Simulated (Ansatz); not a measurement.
Crystal: NbTe.

```
Te Nb
1.0
     3.70297    0.00000    0.00000
    -1.85149    3.20687    0.00000
     0.00000    0.00000    3.69421
Te Nb
1 1
Cartesian
  1.8515 1.0690 0.0000
  0.0000 0.0000 1.8471
```

The cell comes from a database or a generator and needn't be the stable form of this composition.

Program: Ansatz 0.2.0. Alike in all runs: potentials or basis Ansatz PAW; cell as given; cutoff (eV) 420. Hardware: 2 threads of Intel(R) Xeon(R) Platinum 8488C (Sapphire Rapids), with other jobs on the host.

Question: Order these runs on this cell by their wall time, lowest first.
A. task band structure; level PBEsol; spin SOC, no magnetisation; k mesh 6 × 6 × 5; smearing fermi-dirac 0.05 eV; points for each segment of the path 14
B. task band structure; level PBE; spin off; k mesh 8 × 8 × 7; smearing fermi-dirac 0.05 eV; points for each segment of the path 14
C. task single point; level PBE; spin off; k mesh 8 × 8 × 7; smearing gaussian 0.011 eV

Answer: C (1.1 s), B (2.8 s), A (14 s).
